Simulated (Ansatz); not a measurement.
## NbGaSn2O6, space group Fm-3m: a conversion between chain and input file, step by step

Program: the Ansatz DFT code, driven from Python.

`nbgasn2o6.yaml`
```yaml
crystal:
  lattice:
    - [0.0, 4.003931, 4.003931]
    - [4.003931, 0.0, 4.003931]
    - [4.003931, 4.003931, 0.0]
  atoms:
    - { symbol: Nb, position: [0.5, 0.5, 0.5] }
    - { symbol: Ga, position: [0.0, 0.0, 0.0] }
    - { symbol: Sn, position: [0.25, 0.25, 0.25] }
    - { symbol: Sn, position: [0.75, 0.75, 0.75] }
    - { symbol: O, position: [0.751069, 0.248931, 0.248931] }
    - { symbol: O, position: [0.248931, 0.751069, 0.751069] }
    - { symbol: O, position: [0.248931, 0.751069, 0.248931] }
    - { symbol: O, position: [0.751069, 0.248931, 0.751069] }
    - { symbol: O, position: [0.248931, 0.248931, 0.751069] }
    - { symbol: O, position: [0.751069, 0.751069, 0.248931] }
kpoints:
  mp_grid: { grid: [4, 4, 4] }
hamiltonian:
  xc: pbe
  pseudopotentials: { kind: paw, source: ansatz }
scf:
  occupations: { method: cold, width: 0.005 }
output:
  forces: true
md:
  timestep: 1.0
  n_steps: 500
  ensemble: nvt_langevin
  temperature: 300.0
```

Run as a notebook:

In [1]:
```python
import ansatz as az

calculation = az.Calculation.from_yaml("nbgasn2o6.yaml")
print(calculation.to_python())
```
```text
(
    az.Lattice.of(((0.0, 4.003931, 4.003931), (4.003931, 0.0, 4.003931), (4.003931, 4.003931, 0.0)))
    .atom("Nb", (0.5, 0.5, 0.5))
    .atom("Ga", (0.0, 0.0, 0.0))
    .atom("Sn", (0.25, 0.25, 0.25))
    .atom("Sn", (0.75, 0.75, 0.75))
    .atom("O", (0.751069, 0.248931, 0.248931))
    .atom("O", (0.248931, 0.751069, 0.751069))
    .atom("O", (0.248931, 0.751069, 0.248931))
    .atom("O", (0.751069, 0.248931, 0.751069))
    .atom("O", (0.248931, 0.248931, 0.751069))
    .atom("O", (0.751069, 0.751069, 0.248931))
    .calculation()
    .kpoints(4, 4, 4)
    .functional("pbe")
    .pseudopotentials(kind="paw", source="ansatz")
    .occupations(method="cold", width=0.005)
    .md(timestep=1.0, steps=500, ensemble="nvt_langevin", temperature=300.0)
    .forces()
)
```

The input is only written out: it wasn't run, and its settings aren't tested. The structure comes from a database and needn't be a stable phase.
